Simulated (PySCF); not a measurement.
# F5Ge2H: the cost of one run

The runs use PySCF 2.14.0, with density-fitted response routines of our own; the level of theory stands in each step. All values are computed, except where a source is named. Atoms are numbered from 0 throughout.

### Step 1. The molecule as given

8 atoms, charge 0, multiplicity 1; geometry from: GFN2-xTB. The atoms were then displaced at random by about 0.01 Å, so the start is not that level's minimum.

Bonds of the start (Å): F0–Ge1 1.74, Ge1–F2 1.74, Ge1–Ge3 2.53, Ge3–F4 1.72, Ge3–F5 1.73, Ge3–F6 1.74, Ge1–H7 1.51.

### Step 2. Geometry optimisation at PBE0-D3(BJ)/def2-SVP

The job: settings as JSON, then the geometry in Å.

```
{"job": {"xc": "PBE0", "basis": "def2-SVP", "d3": "d3bj", "grid": 1, "shake": 0.01, "kind": "geom"}, "charge": 0, "multiplicity": 1}
F     -1.790200    -1.269580     1.142100
Ge    -1.283050    -0.171500    -0.110030
F     -2.100360     1.294800     0.340480
Ge     1.225390     0.139550     0.026160
F      1.993950     0.667740     1.470190
F      1.820220     1.254090    -1.160540
F      2.106210    -1.304840    -0.363390
H     -1.917030    -0.629400    -1.397430
```

Command:

```console
OMP_NUM_THREADS=1 python probes_run.py task.json out
```

The driver reads the jobs from task.json and runs them one after another.

**Question.** How long does this first job take on 1 thread of Arm Neoverse V1, shared host, and how much memory does it need?

About 2.3 min, with a peak of 0.61 GiB.
